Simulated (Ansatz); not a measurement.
**C3H9CuFP: how energies converge with the basis set**

One table from this session's results is given with a row withheld; the runs are named, their logs left out.

Computed with Ansatz 0.2.0, Gaussian basis. Level: one geometry, several basis sets.

Levels to be run: PBE0-D4/def2-SVP; ωB97M-V/def2-SVP; PBE0-D4/def2-QZVPP; ωB97M-V/def2-QZVPP; the functionals' def2-TZVPP values are taken from earlier runs.

### The relaxed structure

An earlier PBE0-D4 in a triple-zeta def2 set relaxation fixed the geometry.

15 atoms, charge 0, spin multiplicity 1.

Atoms are counted from 1 here; the program's logs count them from 0.

Bond lengths: C1–P2 1.820 Å, C1–H7 1.093 Å, C1–H8 1.091 Å, C1–H9 1.091 Å, P2–C3 1.820 Å, P2–C4 1.820 Å, P2–Cu5 2.141 Å, C3–H10 1.091 Å, C3–H11 1.093 Å, C3–H12 1.091 Å, C4–H13 1.091 Å, C4–H14 1.093 Å, C4–H15 1.091 Å, Cu5–F6 1.773 Å. Angles: P2–C1–H7 111.2°, P2–C1–H8 109.5°, P2–C1–H9 109.5°, H7–C1–H8 109.3°, H7–C1–H9 109.3°, H8–C1–H9 108.0°, C1–P2–C3 103.1°, C1–P2–C4 103.1°, C1–P2–Cu5 115.3°, C3–P2–C4 103.1°, C3–P2–Cu5 115.3°, C4–P2–Cu5 115.3°, P2–C3–H10 109.5°, P2–C3–H11 111.2°, P2–C3–H12 109.5°, H10–C3–H11 109.3°, H10–C3–H12 108.0°, H11–C3–H12 109.3° and more.

Geometry (Å):

```csv
atom,x (Å),y (Å),z (Å)
C1,-0.65002,-0.57764,1.47421
P2,-0.04558,0.30395,0.00101
C3,1.69383,-0.22079,-0.10827
C4,-0.83436,-0.59615,-1.37030
Cu5,-0.36359,2.42149,0.00765
F6,-0.62714,4.17525,0.01303
H7,-0.45416,-1.65019,1.40152
H8,-1.72329,-0.41355,1.58107
H9,-0.15734,-0.18058,2.36296
H10,2.13597,0.17474,-1.02387
H11,1.77921,-1.31016,-0.10737
H12,2.24974,0.18512,0.73817
H13,-0.46034,-0.21152,-2.32027
H14,-0.63040,-1.66793,-1.30927
H15,-1.91252,-0.43203,-1.34026
```

Set-up of the first run:

Contents of in.yaml:

```yaml
crystal:
  periodic: [false, false, false]
  atoms:
    - {symbol: C, position_ang: [-0.650017, -0.577642, 1.474207]}
    - {symbol: P, position_ang: [-0.045582, 0.303955, 0.001008]}
    - {symbol: C, position_ang: [1.693828, -0.220795, -0.108270]}
    - {symbol: C, position_ang: [-0.834357, -0.596152, -1.370301]}
    - {symbol: Cu, position_ang: [-0.363591, 2.421493, 0.007653]}
    - {symbol: F, position_ang: [-0.627140, 4.175255, 0.013034]}
    - {symbol: H, position_ang: [-0.454160, -1.650194, 1.401515]}
    - {symbol: H, position_ang: [-1.723293, -0.413552, 1.581070]}
    - {symbol: H, position_ang: [-0.157341, -0.180585, 2.362958]}
    - {symbol: H, position_ang: [2.135965, 0.174737, -1.023874]}
    - {symbol: H, position_ang: [1.779213, -1.310163, -0.107370]}
    - {symbol: H, position_ang: [2.249744, 0.185115, 0.738170]}
    - {symbol: H, position_ang: [-0.460339, -0.211516, -2.320266]}
    - {symbol: H, position_ang: [-0.630405, -1.667925, -1.309274]}
    - {symbol: H, position_ang: [-1.912516, -0.432031, -1.340259]}
basis:
  gaussian: {orbitals: def2-SVP}
hamiltonian: {xc: pbe0, dispersion: d4}
output: {orbitals: {seedname: orbitals}}
```

Started as:

```bash
> ansatz run in.yaml --threads 2 --pin off --events-out ev --progress --plain --max-ram 20480MiB --backend cpu
```

Among the steps run: PBE0-D4 in def2-SVP; ωB97M-V in def2-SVP; PBE0-D4 in def2-QZVPP; ωB97M-V in def2-QZVPP.

One table of the session follows, with a row left open; its other results are not shown here.

It belongs to the step «Density functionals: the series». 

```
functional       basis  HOMO (eV)  LUMO (eV)
   PBE0-D4    def2-SVP      -6.18       0.48
   PBE0-D4  def2-TZVPP      -6.62       0.04
   PBE0-D4  def2-QZVPP      -6.62      -0.24
   ωB97M-V    def2-SVP      -8.69       1.65
   ωB97M-V  def2-TZVPP      -9.18       1.41
   ωB97M-V  def2-QZVPP          ?          ?
```

**Question.** Estimate the row for ωB97M-V, def2-QZVPP.

The run gave: HOMO (eV): -9.18; LUMO (eV): 0.85.
